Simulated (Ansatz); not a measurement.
# C8H20O4Si, 33 atoms: making the run faster

Wanted: the time that a single point at HF takes for C8H20O4Si, and which launch flags, input keys and shares of the machine shorten it.

Program: Ansatz 0.2.0 (single point, HF, Gaussian basis). Host: Intel Xeon 6975P-C (Granite Rapids), 96 cores, 190 hardware threads, 362 GiB; it was booked for these runs alone, one at a time. Each run is timed once from launch to exit, start-up included.

## 1. The system

A molecule of 33 atoms and 114 electrons, SMILES CCO[Si](OCC)(OCC)OCC, in the basis def2-tzvp.

## 2. The reference run

input.yaml

```yaml
crystal:
  periodic: [false, false, false]
  atoms:
    - { symbol: C, position_ang: [0.2400, -2.0100, 3.3900] }
    - { symbol: C, position_ang: [0.3100, -0.7800, 2.5100] }
    - { symbol: O, position_ang: [-0.0400, -1.1600, 1.1900] }
    - { symbol: Si, position_ang: [0.0000, 0.0000, 0.0000] }
    - { symbol: O, position_ang: [-0.6000, -0.6300, -1.4100] }
    - { symbol: C, position_ang: [-1.8900, -1.2400, -1.3900] }
    - { symbol: C, position_ang: [-2.2200, -1.6900, -2.8000] }
    - { symbol: O, position_ang: [-0.9300, 1.3000, 0.4600] }
    - { symbol: C, position_ang: [-0.9200, 2.4600, -0.3600] }
    - { symbol: C, position_ang: [-1.8800, 3.4700, 0.2500] }
    - { symbol: O, position_ang: [1.5700, 0.5000, -0.2400] }
    - { symbol: C, position_ang: [2.5000, -0.4400, -0.7700] }
    - { symbol: C, position_ang: [3.8500, 0.2400, -0.8400] }
    - { symbol: H, position_ang: [0.5000, -1.7700, 4.4300] }
    - { symbol: H, position_ang: [0.9300, -2.7800, 3.0300] }
    - { symbol: H, position_ang: [-0.7600, -2.4500, 3.3700] }
    - { symbol: H, position_ang: [1.3300, -0.3700, 2.5500] }
    - { symbol: H, position_ang: [-0.3900, -0.0300, 2.8900] }
    - { symbol: H, position_ang: [-1.8900, -2.1100, -0.7200] }
    - { symbol: H, position_ang: [-2.6500, -0.5200, -1.0500] }
    - { symbol: H, position_ang: [-2.2200, -0.8400, -3.4800] }
    - { symbol: H, position_ang: [-3.2100, -2.1700, -2.8300] }
    - { symbol: H, position_ang: [-1.4800, -2.4000, -3.1600] }
    - { symbol: H, position_ang: [-1.2500, 2.2200, -1.3800] }
    - { symbol: H, position_ang: [0.0900, 2.8900, -0.4000] }
    - { symbol: H, position_ang: [-1.9000, 4.3900, -0.3500] }
    - { symbol: H, position_ang: [-1.5700, 3.7200, 1.2700] }
    - { symbol: H, position_ang: [-2.8900, 3.0600, 0.3100] }
    - { symbol: H, position_ang: [2.2000, -0.7500, -1.7700] }
    - { symbol: H, position_ang: [2.5700, -1.3200, -0.1200] }
    - { symbol: H, position_ang: [4.1800, 0.5700, 0.1500] }
    - { symbol: H, position_ang: [4.6100, -0.4500, -1.2500] }
    - { symbol: H, position_ang: [3.8100, 1.1300, -1.4800] }
basis:
  gaussian: { orbitals: def2-tzvp }
hamiltonian: { xc: hf }
```

Command:

```sh
$ ansatz run input.yaml --backend cpu --events-out ev --progress --plain --runs-dir out
```

## 3. Change: x pbe

Edit input.yaml of step 2 so:

```diff
@@ -38,2 +38,2 @@
   gaussian: { orbitals: def2-tzvp }
-hamiltonian: { xc: hf }
+hamiltonian: { xc: pbe }
```

## 4. Change: x r2scan

Edit input.yaml of step 3 so:

```diff
@@ -38,2 +38,2 @@
   gaussian: { orbitals: def2-tzvp }
-hamiltonian: { xc: pbe }
+hamiltonian: { xc: r2scan }
```

## 5. Change: x pbe0

Edit input.yaml of step 4 so:

```diff
@@ -38,2 +38,2 @@
   gaussian: { orbitals: def2-tzvp }
-hamiltonian: { xc: r2scan }
+hamiltonian: { xc: pbe0 }
```

## 6. Change: f 3

Edit input.yaml of step 5 so:

```diff
@@ -38,2 +38,2 @@
   gaussian: { orbitals: def2-tzvp }
-hamiltonian: { xc: pbe0 }
+hamiltonian: { xc: { name: wB97M-V } }
```

## 7. Change: f 2

Edit input.yaml of step 6 so:

```diff
@@ -38,2 +38,2 @@
   gaussian: { orbitals: def2-tzvp }
-hamiltonian: { xc: { name: wB97M-V } }
+correlation: { method: mp2 }
```

## 8. Change: f 3

Edit input.yaml of step 7 so:

```diff
@@ -38,2 +38,3 @@
   gaussian: { orbitals: def2-tzvp }
-correlation: { method: mp2 }
+hamiltonian: { xc: pbe0 }
+correlation: { method: rpa }
```

## 9. Change: f 150

Edit input.yaml of step 8 so:

```diff
@@ -38,3 +38,2 @@
   gaussian: { orbitals: def2-tzvp }
-hamiltonian: { xc: pbe0 }
-correlation: { method: rpa }
+correlation: { method: ccsd_t }
```

(Steps that only read results are left out.)

Q: Predict the timings and the best choice. Wanted: reference; best change; worst change.

As calculated:

| quantity | value |
| --- | --- |
| reference | 1.7 s on 96 threads |
| best change | x pbe: 1.3 times as fast |
| worst change | f 150: 170 times as slow |

In words: Changes under about 18 % are taken as noise (0.3 s of jitter at start-up on so short a run). x pbe gains most, with 21 SCF iterations in place of 11. It moves the energy by -2777.0 meV/atom, so it buys time with accuracy. f 150 costs most. The figures hold for this build, input and host.
